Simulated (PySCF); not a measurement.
# C₄H₄N₂Se: electronic excitations

Aim: predict the electronic excitations of C₄H₄N₂Se (`[H]/N=C\c1cn[se]c1`).

Programs: PySCF 2.14.0, with density-fitted response routines of our own. Each step states its level of theory. These are calculated values for one molecule in the gas phase, unless marked as measured. Atoms count from 0, in the outputs and in this text.

### 1 The starting structure

11 atoms, charge 0, multiplicity 1; geometry from: GFN2-xTB.

Bonds of the start (Å): N0–C1 1.26, C1–C2 1.46, C2–C3 1.42, C3–N4 1.30, N4–Se5 1.78, Se5–C6 1.84, C6–C2 1.38, N0–H7 1.02, C1–H8 1.09, C3–H9 1.08, C6–H10 1.07.

### 2 TDDFT and polarisability: wB97X-D/def2-SVPD

What the job is given:

```
{"job": {"kind": "uv", "xc": "wB97X-D", "basis": "def2-SVPD", "nstates": 8, "ntriplets": 3}, "charge": 0, "multiplicity": 1}
N     -2.247581    -0.482717     0.492630
C     -1.349828     0.385227     0.333825
C      0.056252     0.194760    -0.004025
C      0.691200    -1.060239    -0.224806
N      1.955510    -1.076099    -0.519506
Se     2.617435     0.576431    -0.576907
C      0.954581     1.227038    -0.152652
H     -1.946493    -1.447968     0.366478
H     -1.655747     1.420825     0.464491
H      0.182833    -2.010704    -0.162126
H      0.747262     2.276117    -0.043365
```

Method: TDDFT wB97X-D/def2-SVPD, vertical, gas phase, core orbitals frozen in the response.

Standard output:

```text
coarse grid: 48184 points
cycle   1  E = -2665.2604105828  dE =  5.619e-01  |g| = 5.097e-01  |ddm| = 6.495e+00
cycle   2  E = -2665.2363282030  dE =  2.408e-02  |g| = 6.621e-01  |ddm| = 2.980e+00
cycle   3  E = -2665.3291868711  dE = -9.286e-02  |g| = 7.524e-02  |ddm| = 1.903e+00
cycle   4  E = -2665.3303756392  dE = -1.189e-03  |g| = 4.370e-02  |ddm| = 2.071e-01
cycle   5  E = -2665.3308344629  dE = -4.588e-04  |g| = 1.372e-02  |ddm| = 1.258e-01
cycle   6  E = -2665.3308868287  dE = -5.237e-05  |g| = 5.356e-03  |ddm| = 4.352e-02
cycle   7  E = -2665.3308954170  dE = -8.588e-06  |g| = 1.485e-03  |ddm| = 1.668e-02
final grid: 101384 points
cycle   8  E = -2665.3304736681  dE = -2.087e-06  |g| = 1.300e-03  |ddm| = 1.645e-02
cycle   9  E = -2665.3304737221  dE = -5.394e-08  |g| = 1.635e-03  |ddm| = 7.684e-03
cycle  10  E = -2665.3304743160  dE = -5.939e-07  |g| = 1.760e-04  |ddm| = 4.026e-03
cycle  11  E = -2665.3304743554  dE = -3.943e-08  |g| = 1.592e-04  |ddm| = 1.115e-03
cycle  12  E = -2665.3304743660  dE = -1.066e-08  |g| = 4.329e-05  |ddm| = 6.481e-04
cycle  13  E = -2665.3304743670  dE = -9.604e-10  |g| = 1.976e-05  |ddm| = 1.887e-04
converged SCF energy = -2665.3304743670

Static polarisability (au): isotropic 85.328, principal 52.371 79.271 124.341

Singlet excitations
state   eV       nm        f      main configurations
  1   4.7464    261.2   0.00315   H-1->L 0.66, H-1->L+2 0.27
  2   5.0785    244.1   0.21650   H->L 0.85
  3   5.2381    236.7   0.00198   H-3->L 0.56, H-1->L+2 0.15, H->L+1 0.10
  4   5.3283    232.7   0.00042   H->L+1 0.70, H-3->L 0.08
  5   5.7889    214.2   0.06283   H-2->L 0.65, H->L+2 0.25
  6   6.1115    202.9   0.15639   H->L+2 0.65, H-2->L 0.24
  7   6.2669    197.8   0.00176   H-2->L+1 0.74, H->L+1 0.08
  8   6.3206    196.2   0.00008   H-1->L+2 0.44, H-3->L 0.22, H-1->L 0.19

Triplet excitations (Tamm-Dancoff, eV): 3.6199 4.0176 4.0806
```

Run time: 31 s. Hardware: 1 thread, shared host.

The orbitals next to the gap, with their largest atomic shares:

| orbital | eV | atoms |
| --- | --- | --- |
| HOMO−3 | -10.48 | N4 56 %, C3 10 %, Se5 10 % |
| HOMO−2 | -10.04 | C6 28 %, N4 23 %, Se5 15 % |
| HOMO−1 | -9.68 | N0 55 %, C1 14 %, H7 7 % |
| HOMO | -9.20 | Se5 38 %, C2 17 %, N0 12 % |
| LUMO | -0.12 | C6 28 %, Se5 21 %, C2 13 % |
| LUMO+1 | 0.90 | Se5 73 %, N4 12 %, C6 8 % |
| LUMO+2 | 0.94 | C3 21 %, N4 20 %, C1 19 % |

With each of the 8 states as a Gaussian band of 0.4 eV half-width at 1/e, the curve within the window shown has maxima at 243 nm (ε 9,000), 205 nm (ε 7,900) L/(mol cm). Beyond the last state computed it falls off for lack of states. The curve at chosen wavelengths:

(nm, ε (L/mol/cm)): (187, 1321), (191, 2866), (196, 5382), (200, 7091), (205, 7931), (209, 7499), (214, 6231), (218, 5296), (223, 4905), (227, 5389), (231, 6423), (236, 7922), (240, 8780), (245, 8976), (249, 8380), (254, 6955), (258, 5567), (262, 4203), (267, 2749), (271, 1858), (276, 1077), (280, 669), (285, 355), (289, 207), (294, 103), (298, 58)

Ground-state properties from the same run:

| property | computed |
| --- | --- |
| dipole moment (D) | 2.30 |
| polarisability (Å³) | 12.64 |
| HOMO–LUMO gap (eV) | 9.08 |
| −ε(HOMO) (eV) | 9.20 |

### 3 What came out

| quantity | value |
| --- | --- |
| lowest singlet (wB97X-D/def2-SVPD) | 4.75 eV (261 nm), f = 0.003 |
| brightest single state of those computed | state 2, 5.08 eV, f = 0.216 |
| lowest triplet | 3.62 eV |

The lowest singlet, at 4.75 eV, is HOMO−1→LUMO 0.66, HOMO−1→LUMO+2 0.27 and is weak; of the 8 states computed, the strongest absorption comes from state 2 at 5.08 eV. The lowest triplet lies 1.13 eV below the lowest singlet (triplets in Tamm-Dancoff, singlets in full TDDFT).
